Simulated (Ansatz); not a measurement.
# ClF3H4HfSi: the cost of one run

All numbers below are computed with Ansatz 0.2.0 (RKS PBE-D4/def2-SVP).

### Step 1. The system as given

Bond lengths: Hf1–F2 2.330 Å, Hf1–F3 1.980 Å, Hf1–Cl4 2.518 Å, Hf1–F5 1.979 Å, Hf1–Si6 2.910 Å, Si6–H7 1.460 Å, Si6–H8 1.460 Å, Si6–H9 1.460 Å. Angles (14 of 16 angles, heavy atoms first): F2–Hf1–F3 109.4°, F2–Hf1–Cl4 109.5°, F2–Hf1–F5 109.5°, F2–Hf1–Si6 71.6°, F3–Hf1–Cl4 109.5°, F3–Hf1–F5 109.5°, F3–Hf1–Si6 75.6°, Cl4–Hf1–F5 109.5°, Cl4–Hf1–Si6 64.5°, F5–Hf1–Si6 173.5°, Hf1–Si6–H7 109.5°, Hf1–Si6–H8 109.5°, Hf1–Si6–H9 109.5°, H7–Si6–H8 109.4°.

As a file:

```xyz
10

Hf    0.0000    0.0000    0.0000
F     0.0000    0.0000    2.3300
F     1.8671    0.0000   -0.6593
Cl   -1.1869    2.0563   -0.8392
F    -0.9326   -1.6157   -0.6593
Si    1.0909    2.5369    0.9176
H     2.2344    2.2885    1.7907
H     1.5203    3.3273   -0.2324
H     0.0662    3.2697    1.6555
H     0.5130    1.1929    2.1702
```

### Step 2. Pulling towards end A

Springs on the bonds that form and break draw the guess towards this end; the thresholds are loose.

The input, input.yaml:

```yaml
crystal:
  periodic: [false, false, false]
  atoms:
    - { symbol: Hf, position_ang: [0.0, 0.0, 0.0] }
    - { symbol: F, position_ang: [0.0, 0.0, 2.33] }
    - { symbol: F, position_ang: [1.8671, 0.0, -0.6593] }
    - { symbol: Cl, position_ang: [-1.1869, 2.0563, -0.8392] }
    - { symbol: F, position_ang: [-0.9326, -1.6157, -0.6593] }
    - { symbol: Si, position_ang: [1.0909, 2.5369, 0.9176] }
    - { symbol: H, position_ang: [2.2344, 2.2885, 1.7907] }
    - { symbol: H, position_ang: [1.5203, 3.3273, -0.2324] }
    - { symbol: H, position_ang: [0.0662, 3.2697, 1.6555] }
    - { symbol: H, position_ang: [0.513, 1.1929, 2.1702] }
basis:
  gaussian: { orbitals: def2-SVP }
hamiltonian:
  xc: pbe
  dispersion: d4
relax:
  f_tol: 0.15
  max_steps: 25
  restrain:
    - { distance: [0, 5], at: 3.81, k: 30.0 }
    - { distance: [9, 1], at: 2.12, k: 30.0 }
    - { distance: [0, 1], at: 1.98, k: 30.0 }
    - { distance: [9, 5], at: 1.46, k: 30.0 }
output:
  orbitals: {}
```

Launch:

```bash
ansatz run input.yaml --threads 4 --pin off --max-ram 5120MiB --backend cpu --events-out ev --progress --plain --runs-dir out
```

What time and memory should one allow on 4 threads of Arm Neoverse V2, shared host?

About 18 s, with a peak of 0.2 GiB.
